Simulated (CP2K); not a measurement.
Hf2Pd2Se2Br2O3:

```
Hf Pd Se Br O
1.0
     7.86530    0.00000    0.00000
     7.12201    3.33766    0.00000
    -3.90378   -0.86937   12.58754
Hf Pd Se Br O
2 2 2 2 3
Direct
  0.94514 0.94514 0.06144
  0.60628 0.60628 0.28309
  0.17920 0.17920 0.50964
  0.32286 0.32286 0.74307
  0.92232 0.92232 0.84566
  0.78991 0.78991 0.58800
  0.58645 0.58645 0.04520
  0.24604 0.24604 0.28651
  0.59701 0.59701 0.42127
  0.38554 0.38554 0.07302
  0.03094 0.03094 0.22169
```

The cell was built by a generator and needn't be a form met in nature.

Base run:

| Quantity | Value |
| --- | --- |
| Program | CP2K 2026.2 |
| Functional | LDA |
| Potentials or basis | POTENTIAL_UZH Hf GTH-PBE-q12, Pd GTH-PBE-q18, Se GTH-PBE-q6, Br GTH-PBE-q7, O GTH-PBE-q6; TZVP-MOLOPT-PBE-GTH basis |
| Density cutoff | 13606 eV |
| k mesh | 8 × 8 × 2 |
| Occupations | fermi-dirac, width 0.05 eV |
| Spin | no spin polarisation |

Its results: band gap on the k mesh 0.82 eV, indirect (least direct gap 0.83 eV); pressure -3.6 GPa.

Task: The run is repeated on the same cell with these changes: functional from LDA to vdW-DF-cx. What comes out?

Result: Band gap on the k mesh 0.84 eV, indirect (least direct gap 0.85 eV); pressure -1.9 GPa.

Caveats: the potentials were made for another functional, which shifts forces and pressure; spin-orbit coupling is left out, which moves the levels of the heavy elements; the mesh misses the band edges, which the band path finds closer together; the basis of atomic orbitals isn't converged, which shifts pressures, moduli and gaps.
